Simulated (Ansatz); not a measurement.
## HOZn, SMILES [OH][Zn]: harmonic frequencies at the relaxed geometry, step by step

Program: the Python package of Ansatz (0.2.0).

Notebook, run cell by cell (the value of a cell's last expression is shown):

In [1]:
```python
import itertools

import ansatz as az
from ase import Atoms
from ase.data import atomic_numbers, covalent_radii
from ase.thermochemistry import IdealGasThermo
import numpy as np
```

In [2]:
```python
BASIS = "def2-TZVP"
XC = "pbe0"
VDW = "d4"

GEOMETRY = """
O    -0.21890   -0.33560   -0.16460
Zn    1.25810    0.01720    0.69320
H    -1.05010    0.25360   -0.54180
"""
```

In [3]:
```python
mol = az.Crystal.molecule()
for line in GEOMETRY.strip().splitlines():
    symbol, *xyz = line.split()
    mol = mol.atom(symbol, [float(v) for v in xyz])
```

In [4]:
```python
base = (
    mol.calculation()
    .basis(gaussian=BASIS)  # atom-centred Gaussian functions
    .functional(XC, dispersion=VDW)
    .spin("collinear", total=1)
)
symbols = [site.symbol for site in mol.cartesian_sites]
start = np.array([site.position_ang for site in mol.cartesian_sites], dtype=float)
r = base.relax(force_tolerance=0.003).run(threads=1, pin="off").report
end = np.array(r["positions_ang"])
```

In [5]:
```python
# pairs closer than 1.2 times the sum of covalent radii, before or after
radius = [covalent_radii[atomic_numbers[s]] for s in symbols]
span = lambda where, i, j: np.linalg.norm(where[i] - where[j])
bonded = [(i, j) for i, j in itertools.combinations(range(len(symbols)), 2) if min(span(start, i, j), span(end, i, j)) < 1.2 * (radius[i] + radius[j])]
print("pair        before    after (A)")
for i, j in bonded:
    print(f"{symbols[i]}{i}-{symbols[j]}{j}".ljust(10), f"{span(start, i, j):8.4f} {span(end, i, j):8.4f}")

# frequencies need a stationary point, so they are taken at the relaxed geometry
minimum = az.Crystal.molecule()
for symbol, place in zip(symbols, end):
    minimum = minimum.atom(symbol, place.tolist())
vibrating = (
    minimum.calculation()
    .basis(gaussian=BASIS)
    .functional(XC, dispersion=VDW)
    .spin("collinear", total=1)  # two spin channels
    .phonons(temperatures=(298.15, 498.15, 100))
)
vib = vibrating.run(threads=1, pin="off").report["vibrations"]
sums = vib["harmonic_sums"]
modes = [m["omega_inv_cm"] for m in sums["modes_at_gamma"] if m["rigid_motion"] == "no"]
print("frequencies (1/cm):", " ".join(f"{w:.0f}" for w in modes))
print("imaginary modes:", sum(w < 0 for w in modes), " zero-point energy:", round(sums["zero_point_energy_ev"], 4), "eV")
# rigid rotor and ideal gas, symmetry number taken as one
gas = IdealGasThermo(vib_energies=[w / 8065.544 for w in modes if w > 0], geometry="linear" if len(modes) == 3 * len(symbols) - 5 else "nonlinear",
                     atoms=Atoms(symbols, positions=end), symmetrynumber=1, spin=0.5)
print(f"H(298 K) - E = {gas.get_enthalpy(298.15, verbose=False):.4f} eV")
print(f"S(298 K, 1 bar) = {96485.33 * gas.get_entropy(298.15, 1e5, verbose=False):.1f} J/(mol K) with symmetry number 1")
```
```text
pair        before    after (A)
O0-Zn1       1.7441   1.8230
O0-H2        1.0864   0.9611
frequencies (1/cm): 584 707 3874
imaginary modes: 0  zero-point energy: 0.3202 eV
H(298 K) - E = 0.4306 eV
S(298 K, 1 bar) = 251.9 J/(mol K) with symmetry number 1
```

The frequencies are harmonic and unscaled, in a modest basis. The run takes the species as open-shell (spin multiplicity 2), which needn't be its ground state. The entropy takes a symmetry number of 1; a symmetric molecule's is lower by R ln(sigma). It ran for 61 s on 1 thread of Arm Neoverse V1 (shared host), peak memory 0.27 GiB.
